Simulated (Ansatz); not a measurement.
**GeH₅ (doublet): the correlation ladder at distance H1–H2 along a hydrogen transfer = 1.006 Å, cc-pVTZ**

How much of the correlation energy of GeH₅ (doublet) does each wave-function method recover here?

Program: Ansatz 0.2.0, Gaussian basis. Level of theory: cc-pVTZ, core rule «outside noble gas», up to 14 orbitals frozen. These are calculated values, not measurements.

Plan: UHF; CCSD(T) on ROHF; CCSD(T) on UHF; BCCD(T) on ROHF; CISD; CCSDT(Q) on ROHF; CCSDT(Q) on UHF; CASSCF and NEVPT2, 3 electrons in 3 orbitals; CASSCF and NEVPT2, 9 electrons in 9 orbitals.

### 1 The geometry

The geometry derives from fragments relaxed apart (PBE0/def2-TZVP) and kept rigid, so it is no stationary point. A hydrogen atom is moved between rigid fragments. No spin-orbit coupling is included. The filled d shell of Ge may be among the frozen orbitals whatever the setting's name suggests; the logs give the count.

6 atoms, charge 0, spin multiplicity 2.

Atoms are counted from 1 here; the program's logs count them from 0.

Bond lengths: H2–Ge3 1.879 Å, Ge3–H4 1.539 Å, Ge3–H5 1.539 Å, Ge3–H6 1.539 Å. Angles: H2–Ge3–H4 107.7°, H2–Ge3–H5 107.7°, H2–Ge3–H6 107.7°, H4–Ge3–H5 111.2°, H4–Ge3–H6 111.2°, H5–Ge3–H6 111.2°.

### 2 UHF

in.yaml

```yaml
crystal:
  periodic: [false, false, false]
  atoms:
    - {symbol: H, position_ang: [-2.841428, 0.000000, -0.000001]}
    - {symbol: H, position_ang: [-1.835428, 0.000000, -0.000001]}
    - {symbol: Ge, position_ang: [0.043572, 0.000000, 0.000000]}
    - {symbol: H, position_ang: [0.512240, -1.465915, 0.000000]}
    - {symbol: H, position_ang: [0.512241, 0.732957, -1.269519]}
    - {symbol: H, position_ang: [0.512240, 0.732957, 1.269520]}
basis:
  gaussian: {orbitals: cc-pVTZ}
magnetization: {spin_polarized: true, initial_magnetization: 1}
hamiltonian: {xc: hf}
output: {orbitals: {seedname: orbitals}}
```

Command:

```sh
$ ansatz run in.yaml --threads 1 --pin off --events-out ev --progress --plain --max-ram 2816MiB --backend cpu
```

After this run come: CCSD(T) on ROHF; CCSD(T) on UHF; BCCD(T) on ROHF; CISD; CCSDT(Q) on ROHF; CCSDT(Q) on UHF; CASSCF and NEVPT2, 3 electrons in 3 orbitals; CASSCF and NEVPT2, 9 electrons in 9 orbitals.

Before running them: what should the planned runs give, taken together? Wanted: UCCSDT(Q) below the RHF energy; RMP2 from UCCSDT(Q); UMP2 from UCCSDT(Q); RCCSD from UCCSDT(Q); RCCSD(T) from UCCSDT(Q); UCCSD(T) from UCCSDT(Q); RCCSDT(Q) from UCCSDT(Q); NEVPT2 pair from UCCSDT(Q); NEVPT2 valence from UCCSDT(Q).

As calculated:

```
                         quantity                                                   value
   UCCSDT(Q) below the RHF energy                                              -5.4016 eV
              RMP2 from UCCSDT(Q)                                             +1061.6 meV
              UMP2 from UCCSDT(Q)                                             +1089.7 meV
             RCCSD from UCCSDT(Q)                                              +153.8 meV
          RCCSD(T) from UCCSDT(Q)                                               +29.1 meV
          UCCSD(T) from UCCSDT(Q)                                               +27.8 meV
         RCCSDT(Q) from UCCSDT(Q)                                                +3.0 meV
       NEVPT2 pair from UCCSDT(Q)                                              +998.9 meV
    NEVPT2 valence from UCCSDT(Q)                                              +952.8 meV
levels within 1 kcal/mol (43 meV)  RCCSD(T), UCCSD(T), BCCD(T), RCCSDT, UCCSDT, RCCSDT(Q)
                    T1 diagnostic                                                   0.023
   effectively unpaired electrons                                                    1.03
```

RCCSD(T) misses by +29.1 meV, 0.5 % of the correlation energy. One determinant dominates. Of the multireference levels listed NEVPT2 valence comes nearest in total energy (+952.8 meV), which doesn't show that its space is the better one. These misses are within one basis, not against nature; the frozen cores of restricted and unrestricted runs differ, which can shift their rows.
